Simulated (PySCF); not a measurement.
# C3H6O2Si: the cost of one run

Computed with PySCF 2.14.0, with density-fitted response routines of our own, on a single molecule in the gas phase. Atoms count from 0, in the outputs and in this text.

**1. Starting geometry**

12 atoms, charge 0, multiplicity 1; geometry from: GFN2-xTB. The atoms were then displaced at random by about 0.01 Å, so the start is not that level's minimum.

Bonds of the start (Å): O0–C1 1.18, C1–C2 1.44, C2–C3 1.38, C3–O4 1.29, O4–Si5 1.65, C1–H6 1.10, C2–H7 1.08, C3–H8 1.09, Si5–H9 1.47, Si5–H10 1.46, Si5–H11 1.46.

**2. Relaxing the molecule at PBE0-D3(BJ)/def2-SVP**

Job settings and geometry (Å):

```
{"job": {"xc": "PBE0", "basis": "def2-SVP", "d3": "d3bj", "grid": 1, "shake": 0.01, "kind": "geom"}, "charge": 0, "multiplicity": 1}
O     -2.906430     0.384630    -0.837360
C     -2.517860    -0.669680    -0.479500
C     -1.177650    -0.946540    -0.045720
C     -0.208440     0.038760    -0.007730
O      0.996940    -0.140180     0.400600
Si     2.355210     0.789240     0.358380
H     -3.170290    -1.550010    -0.455630
H     -0.892370    -1.943570     0.259700
H     -0.530260     1.041150    -0.301140
H      3.024110     0.316050     1.575420
H      2.010990     2.203110     0.398600
H      3.055740     0.448750    -0.874640
```

Started as:

```console
$ OMP_NUM_THREADS=1 python probes_run.py task.json out
```

One launch serves the whole session: the jobs run in the order shown.

**Question.** How long does this first job take on 1 thread of Intel Xeon Platinum 8488C, shared host, and how much memory does it need?

About 42 s, with a peak of 0.48 GiB.
